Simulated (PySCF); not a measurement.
**RhSCl: a ladder of methods**

How much do the numbers for RhSCl (triplet) hang on the method? All levels run at one geometry, the PBE0 minimum.

Computed with PySCF 2.14.0. Level: several methods, basis Rh def2-TZVP with ECP28, S def2-TZVP, Cl def2-TZVP, scalar-relativistic core potentials, no spin–orbit coupling, density fitting.

**1. Starting geometry**

3 atoms, charge 0, spin multiplicity 3.

Bond lengths: Rh1–S2 2.019 Å, Rh1–Cl3 2.182 Å. Angles: S2–Rh1–Cl3 113.1°.

```xyz
3
charge 0 multiplicity 3
Rh   -0.3199    0.3154   -0.0721
S     0.5113   -0.5040   -1.7192
Cl    0.4937   -0.4867    1.7869
```

**2. PBE0**

The steps are one call of a driver around PySCF; scf.py gives each level's set-up. Each SCF starts from the density of the minimum. The driver also runs the species with one electron less or more at the same geometry (one less: multiplicity 4, one more: multiplicity 2); their logs are not shown.

scf.py reads:

```python
from pyscf import gto, scf, dft
mol = gto.M(atom='''
Rh    -0.319899     0.315364    -0.072058
S      0.511270    -0.504024    -1.719222
Cl     0.493704    -0.486704     1.786898''',
    basis={'Rh': 'def2-TZVP', 'S': 'def2-TZVP', 'Cl': 'def2-TZVP'},
    ecp={'Rh': 'def2-TZVP'},
    charge=0, spin=2)
mf = dft.UKS(mol, xc='PBE0')
mf.grids.atom_grid = (99, 590)
aux = {'Rh': 'def2-universal-JKFIT', 'S': 'def2-universal-JKFIT', 'Cl': 'def2-universal-JKFIT'}
mf = mf.density_fit(auxbasis=aux)
mf.kernel()
```

**3. HF**

Edit scf.py of step 2 so:

```diff
@@ -9,2 +9 @@
-mf = dft.UKS(mol, xc='PBE0')
-mf.grids.atom_grid = (99, 590)
+mf = scf.UHF(mol)
```

**4. MP2**

Edit scf.py of step 3 so:

```diff
@@ -12,0 +13,2 @@
+from pyscf.mp import dfump2
+dfump2.DFUMP2(mf, frozen=10).kernel()  # the driver gives MP2 a fitting basis of its own (RI)
```

**5. PBE**

Edit scf.py of step 4 so:

```diff
@@ -9 +9,2 @@
-mf = scf.UHF(mol)
+mf = dft.UKS(mol, xc='PBE')
+mf.grids.atom_grid = (99, 590)
@@ -13,2 +13,0 @@
-from pyscf.mp import dfump2
-dfump2.DFUMP2(mf, frozen=10).kernel()  # the driver gives MP2 a fitting basis of its own (RI)
```

**6. r2SCAN**

Edit scf.py of step 5 so:

```diff
@@ -9 +9 @@
-mf = dft.UKS(mol, xc='PBE')
+mf = dft.UKS(mol, xc='R2SCAN')
```

**7. B3LYP**

Edit scf.py of step 6 so:

```diff
@@ -9 +9 @@
-mf = dft.UKS(mol, xc='R2SCAN')
+mf = dft.UKS(mol, xc='B3LYP')
```

**8. TPSSh**

Edit scf.py of step 7 so:

```diff
@@ -9 +9 @@
-mf = dft.UKS(mol, xc='B3LYP')
+mf = dft.UKS(mol, xc='TPSSH')
```

(Steps that only read results are left out.)

What does the calculation give? Wanted: atomisation energy, range; vertical ionisation energy, range; vertical electron affinity, range; orbital gap, range.

**Answer**, as computed:

| quantity | value |
| --- | --- |
| atomisation energy, range | 105 (HF) to 743 (PBE) kJ/mol |
| vertical ionisation energy, range | 7.58 (HF) to 9.92 (MP2) eV |
| vertical electron affinity, range | 2.22 (HF) to 2.61 (B3LYP) eV |
| orbital gap, range | 0.45 (PBE) to 9.46 (HF) eV |

What this shows: The atomisation energy spreads over 638 kJ/mol, from HF to PBE; without a CCSD(T) value for it there is no yardstick here. Spin contamination is strong in at least one of the open-shell species at HF, MP2. Without diffuse functions electron affinities tend to come out too low. This is the lowest SCF solution found for this spin; with open d or f shells other occupations or spin states may lie lower.
